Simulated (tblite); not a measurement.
# C4H14N2OSi2: the cost of one run

Computed with tblite 0.8.0 and PySCF 2.14.0, with density-fitted response routines of our own, on a single molecule in the gas phase. Atoms count from 0, in the outputs and in this text.

### Step 1. The starting structure

23 atoms, charge 0, multiplicity 1; geometry from: force field or distance geometry start.

Bonds of the start (Å): C0–N1 1.44, N1–C2 1.30, C2–C3 1.49, C3–C4 1.52, C4–Si5 1.86, Si5–N6 1.70, Si5–O7 1.66, O7–Si8 1.65, C0–H9 1.10, C0–H10 1.09, C0–H11 1.10, C2–H12 1.11, C3–H13 1.10, C3–H14 1.10, C4–H15 1.10, C4–H16 1.10, Si5–H17 1.48, N6–H18 1.02, N6–H19 1.01, Si8–H20 1.47, Si8–H21 1.49, Si8–H22 1.48.

### Step 2. Geometry optimisation with GFN2-xTB

Job settings and geometry (Å):

```
{"job": {"kind": "relax", "xc": "GFN2-xTB", "basis": "xTB"}, "charge": 0, "multiplicity": 1}
C     -3.722400    -0.191000    -1.112800
N     -2.684900    -1.072000    -0.631300
C     -1.773200    -0.458500     0.066600
C     -0.605000    -1.198400     0.623900
C      0.612100    -1.137500    -0.283800
Si     1.527000     0.481700    -0.361100
N      0.531400     1.731700    -0.927900
O      2.080600     1.027500     1.103300
Si     3.134100     0.553700     2.287100
H     -4.478900    -0.781000    -1.650100
H     -3.330800     0.556200    -1.806800
H     -4.248800     0.313800    -0.285300
H     -1.820300     0.637500     0.246300
H     -0.894000    -2.256500     0.749200
H     -0.390900    -0.795500     1.630200
H      1.323300    -1.902700     0.044800
H      0.312700    -1.404100    -1.307100
H      2.653500     0.414700    -1.311800
H      1.016100     2.614200    -0.774800
H      0.423700     1.638700    -1.925100
H      4.494100     0.465600     1.727400
H      3.110500     1.551800     3.388600
H      2.725500    -0.762900     2.817600
```

On the command line:

```sh
$ OMP_NUM_THREADS=1 python probes_run.py task.json out
```

This one command runs all jobs of the session in turn.

**Question.** How long does this first job take on 1 thread of Arm Neoverse V2, shared host, and how much memory does it need?

About 2.6 s, with a peak of 0.19 GiB.
